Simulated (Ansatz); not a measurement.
**F₂GaHO: how energies converge with the basis set**

The task here is to estimate one member of a computed series from the others.

Method: one geometry, several basis sets; program: Ansatz 0.2.0, Gaussian basis.

Levels to be run: PBE0-D4/def2-SVP; ωB97M-V/def2-SVP; PBE0-D4/def2-QZVPP; ωB97M-V/def2-QZVPP; the functionals' def2-TZVPP values are taken from earlier runs.

## Structure used throughout

All runs share one geometry, relaxed beforehand with PBE0-D4 in a triple-zeta def2 set.

5 atoms, charge 0, spin multiplicity 1.

Atoms are counted from 1 here; the program's logs count them from 0.

Bond lengths: O1–Ga2 1.757 Å, O1–H5 0.961 Å, Ga2–F3 1.728 Å, Ga2–F4 1.738 Å. Angles: Ga2–O1–H5 112.9°, O1–Ga2–F3 120.8°, O1–Ga2–F4 122.1°, F3–Ga2–F4 117.1°.

As a file:

```xyz
5
charge 0, multiplicity 1
O     0.0212    1.3344    0.0843
Ga    0.1861   -0.4151    0.1038
F     1.4334   -1.1767    1.0266
F    -0.8827   -1.4521   -0.7919
H    -0.7081    1.6358   -0.4642
```

Set-up of the first run:

Input file in.yaml:

```yaml
crystal:
  periodic: [false, false, false]
  atoms:
    - {symbol: O, position_ang: [0.021227, 1.334424, 0.084289]}
    - {symbol: Ga, position_ang: [0.186123, -0.415058, 0.103773]}
    - {symbol: F, position_ang: [1.433421, -1.176672, 1.026604]}
    - {symbol: F, position_ang: [-0.882683, -1.452130, -0.791940]}
    - {symbol: H, position_ang: [-0.708088, 1.635835, -0.464227]}
basis:
  gaussian: {orbitals: def2-SVP}
hamiltonian: {xc: pbe0, dispersion: d4}
output: {orbitals: {seedname: orbitals}}
```

Run with:

```sh
ansatz run in.yaml --threads 4 --pin off --events-out ev --progress --plain --max-ram 10444MiB
```

Among the steps run: PBE0-D4 in def2-SVP; ωB97M-V in def2-SVP; PBE0-D4 in def2-QZVPP; ωB97M-V in def2-QZVPP.

One table of the session follows, with a row left open; its other results are not shown here.

It belongs to the step «Density functionals: the series». 

```
functional       basis  HOMO (eV)  LUMO (eV)
   PBE0-D4    def2-SVP      -9.76      -1.64
   PBE0-D4  def2-TZVPP      -9.99      -1.78
   PBE0-D4  def2-QZVPP     -10.05      -1.91
   ωB97M-V    def2-SVP     -12.22       0.28
   ωB97M-V  def2-TZVPP     -12.49       0.12
   ωB97M-V  def2-QZVPP          ?          ?
```

**Question.** Estimate the row for ωB97M-V, def2-QZVPP.

As computed: HOMO (eV): -12.56; LUMO (eV): -0.15. In the column «HOMO (eV)» it is the lowest.
